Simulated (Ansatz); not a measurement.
**GeH4 (germane) at 6 levels**

We compute a comparison of 6 runs (HF/STO-3G, UHF/STO-3G, wB97M-V/STO-3G, RPA@PBE/STO-3G, CCSD/STO-3G, FCI/STO-3G) of GeH4 (germane). 

The calculation is run with Ansatz 0.2.0.

32 further runs of the same task are left out: 3 that didn't finish, 29 set aside as unsound or not needed.

**1. The system as given**

GeH4 has 5 atoms, charge 0, and is taken as a singlet. SMILES: `[GeH4]`. The H3–Ge1 distance was set to 3.068 Å, away from the relaxed value. At this shape a bond of the SMILES string is far longer than usual.

Bond lengths: Ge1–H2 1.534 Å, Ge1–H4 1.534 Å, Ge1–H5 1.534 Å. Angles: H2–Ge1–H4 109.5°, H2–Ge1–H5 109.5°, H4–Ge1–H5 109.5°.

**2. The energy at HF/STO-3G (run 1)**

File job.yaml:

```yaml
crystal:
  periodic: [false, false, false]
  atoms:
    - {symbol: Ge, position_ang: [1.238975, 0.030199, -0.904182]}
    - {symbol: H, position_ang: [2.386975, -0.726201, -0.223582]}
    - {symbol: H, position_ang: [-1.238800, -0.030000, 0.904200]}
    - {symbol: H, position_ang: [0.909675, -0.639001, -2.244782]}
    - {symbol: H, position_ang: [1.658675, 1.485499, -1.148282]}
basis:
  gaussian:
    orbitals: STO-3G
hamiltonian:
  xc: hf
accuracy: high
```

The run is started by

```
ansatz run job.yaml --threads 1 --pin off --max-ram 2610MiB --events-out events.jsonl --progress --plain --runs-dir runs
```

The log of the run:

```text
Warning: RAYON_NUM_THREADS=1 ignored (pool sized by the plan → 1); use --threads N
Functional definition: HF
  name "HF"
  exchange = exact_x
  correlation = 0
283 factors; integrals over basis functions are off by at most 1.3e-8 eV
mean field evaluation 1: about -55883.1828 eV, gradient 1.4e1 eV
mean field evaluation 2: about -55883.1817 eV, gradient 1.4e1 eV
mean field evaluation 4: about -55886.1656 eV, gradient 1.7e0 eV
mean field evaluation 8: about -55886.1826 eV, gradient 2.1e-5 eV
mean field -55886.18264315 eV, -2053.7793311206 hartree, gradient 1.4e-8 eV, S^2 0.000000; 0 other end points of the search recorded, 0 dependent functions left out
reference -55886.18264315 eV, -2053.7793311206 hartree; 18, 18 occupied and 4, 4 virtual orbitals, 283 factors
Total energy: -55886.18264315 eV, -2053.7793311206 hartree
```

Run time: 0.12 s. Hardware: 1 thread of Arm Neoverse V1, shared host.

**3. A single-point energy at UHF/STO-3G (run 2)**

File run.yaml:

```yaml
crystal:
  periodic: [false, false, false]
  atoms:
    - {symbol: Ge, position_ang: [1.238975, 0.030199, -0.904182]}
    - {symbol: H, position_ang: [2.386975, -0.726201, -0.223582]}
    - {symbol: H, position_ang: [-1.238800, -0.030000, 0.904200]}
    - {symbol: H, position_ang: [0.909675, -0.639001, -2.244782]}
    - {symbol: H, position_ang: [1.658675, 1.485499, -1.148282]}
basis:
  gaussian:
    orbitals: STO-3G
accuracy: high
magnetization:
  spin_polarized: true
  initial_magnetization: 0
total_charge: 0
hamiltonian:
  xc: hf
```

The run is started by

```
ansatz run run.yaml --threads 1 --pin off --max-ram 2610MiB --events-out events.jsonl --progress --plain --runs-dir runs
```

The log of the run:

```text
Warning: RAYON_NUM_THREADS=1 ignored (pool sized by the plan → 1); use --threads N
[... 4 set-up lines as earlier in the session ...]
283 factors; integrals over basis functions are off by at most 1.3e-8 eV
mean field evaluation 1: about -55883.1828 eV, gradient 9.7e0 eV
mean field evaluation 2: about -55883.1817 eV, gradient 9.7e0 eV
mean field evaluation 4: about -55886.1657 eV, gradient 1.2e0 eV
mean field evaluation 8: about -55886.1826 eV, gradient 1.2e-2 eV
mean field evaluation 16: about -55886.1826 eV, gradient 2.0e-7 eV
mean field evaluation 32: about -55889.7535 eV, gradient 3.0e-1 eV
mean field -55889.75990719 eV, -2053.9107931493 hartree, gradient 9.2e-8 eV, S^2 0.965998; 4 other end points of the search recorded, 0 dependent functions left out
reference -55889.75990719 eV, -2053.9107931493 hartree; 18, 18 occupied and 4, 4 virtual orbitals, 283 factors
Total energy: -55889.75990719 eV, -2053.9107931493 hartree
```

It took 0.24 s on 1 thread of Arm Neoverse V1, shared host.

**4. A single-point energy at wB97M-V/STO-3G (run 3)**

File input.yaml:

```yaml
crystal:
  periodic: [false, false, false]
  atoms:
    - {symbol: Ge, position_ang: [1.238975, 0.030199, -0.904182]}
    - {symbol: H, position_ang: [2.386975, -0.726201, -0.223582]}
    - {symbol: H, position_ang: [-1.238800, -0.030000, 0.904200]}
    - {symbol: H, position_ang: [0.909675, -0.639001, -2.244782]}
    - {symbol: H, position_ang: [1.658675, 1.485499, -1.148282]}
basis:
  gaussian:
    orbitals: STO-3G
hamiltonian:
  xc: {name: wB97M-V}
accuracy: high
```

The run is started by

```
ansatz run input.yaml --threads 1 --pin off --max-ram 2610MiB --events-out events.jsonl --progress --plain --runs-dir runs
```

The log of the run (excerpt; [...] marks lines left out):

```text
Warning: RAYON_NUM_THREADS=1 ignored (pool sized by the plan → 1); use --threads N
Functional definition: wB97M-V
  name "wB97M-V"
[...]
  gx(w, u) = 1 - cx + cx01*u + cx10*w
  gss(w, u) = css00 + css04*u^4 + css10*w + css20*w^2 + css43*w^4*u^3
  gos(w, u) = cos00 + cos10*w + (cos20 + cos21*u)*w^2 + (cos60 + cos61*u)*w^6
[...]
      + integral(e_c_pw_mod_opposite_spin*gos(b97_w_opposite, b97_u_opposite)) + vv10(b, c)
283 factors; integrals over basis functions are off by at most 1.3e-8 eV
109 factors; integrals over basis functions are off by at most 6.4e-10 eV
[...]
mean field -55926.36061180 eV, -2055.2558442348 hartree, gradient 4.5e-8 eV, S^2 0.000000; 0 other end points of the search recorded, 0 dependent functions left out
reference -55926.36061451 eV, -2055.2558443343 hartree; 18, 18 occupied and 4, 4 virtual orbitals, 283 factors
Total energy: -55926.36061451 eV, -2055.2558443343 hartree
```

Wall time 14 s (1 thread of Arm Neoverse V1, shared host); peak memory 0.24 GiB.

Runs 4 to 5 aren't shown in full; the table further down has their settings and results.

**5. A single-point energy at FCI/STO-3G (run 6)**

File run.yaml:

```yaml
crystal:
  periodic: [false, false, false]
  atoms:
    - symbol: Ge
      position_ang: [1.238975, 0.030199, -0.904182]
    - symbol: H
      position_ang: [2.386975, -0.726201, -0.223582]
    - symbol: H
      position_ang: [-1.238800, -0.030000, 0.904200]
    - symbol: H
      position_ang: [0.909675, -0.639001, -2.244782]
    - symbol: H
      position_ang: [1.658675, 1.485499, -1.148282]
basis:
  gaussian: {orbitals: STO-3G}
accuracy: high
correlation: {method: fci, frozen_orbitals: {Ge: 9, H: 0}}
```

The run is started by

```
ansatz run run.yaml --threads 1 --pin off --max-ram 2610MiB --events-out events.jsonl --progress --plain --runs-dir runs
```

The log of the run (excerpt; [...] marks lines left out):

```text
Warning: RAYON_NUM_THREADS=1 ignored (pool sized by the plan → 1); use --threads N
[... 2 set-up lines as earlier in the session ...]
[...]
283 factors; integrals over basis functions are off by at most 1.3e-8 eV
[...]
mean field -55886.18264315 eV, -2053.7793311206 hartree, gradient 1.4e-8 eV, S^2 0.000000; 0 other end points of the search recorded, 0 dependent functions left out; unrestricted orbitals would lower it
[...]
unrestricted determinant -55889.75990719 eV, -2053.9107931493 hartree, S^2 0.9660
9 core orbitals not correlated: weight in the atoms' cores, before any rotation towards them, 1.000 or more for the frozen orbitals, at most 0.000 for the correlated occupied ones
reference -55886.18264315 eV, -2053.7793311206 hartree; 9, 9 occupied and 4, 4 virtual orbitals, 283 factors
state -55891.36668623 eV, -2053.9698411899 hartree
Total energy: -55891.36668623 eV, -2053.9698411899 hartree
```

Run time: 1.8 s. Hardware: 1 thread of Arm Neoverse V1, shared host; peak memory 0.1 GiB.

**6. All runs side by side**

```tsv
run	level	frozen core orbitals	energy (Eh)	wall time
1	HF/STO-3G	–	-2053.779331	0.12 s
2	UHF/STO-3G	–	-2053.910793	0.24 s
3	wB97M-V/STO-3G	–	-2055.255844	14 s
4	RPA@PBE/STO-3G	9	-2053.958314	2.3 s
5	CCSD/STO-3G	9	-2053.966143	0.2 s
6	FCI/STO-3G	9	-2053.969841	1.8 s
```

**7. Summary of results**

| quantity | value |
| --- | --- |
| run 6: total energy | -2053.96984 Eh |
| run 6: correlation energy (9 core orbitals frozen) | -190.5 mEh |

In words: Against full CI in this basis: HF +190.5 mEh; UHF +59.0 mEh; CCSD +3.7 mEh. In runs 4, 5 the log says that unrestricted orbitals would lower the reference, so the values rest on an unstable closed-shell determinant (other closed-shell runs at this shape may share the fault). In runs 1, 2, 3, 4, 5, 6 the basis is minimal, so the values are rough. In runs 1, 3, 4, 5 a closed-shell determinant meets a far-stretched bond, which it describes badly. Spin contamination of the reference: run 2 ⟨S²⟩ = 0.97. Where it is this large, the reference is a mixture of spin states, and values that rest on it are in doubt. All runs together took 18 s, the longest 14 s.
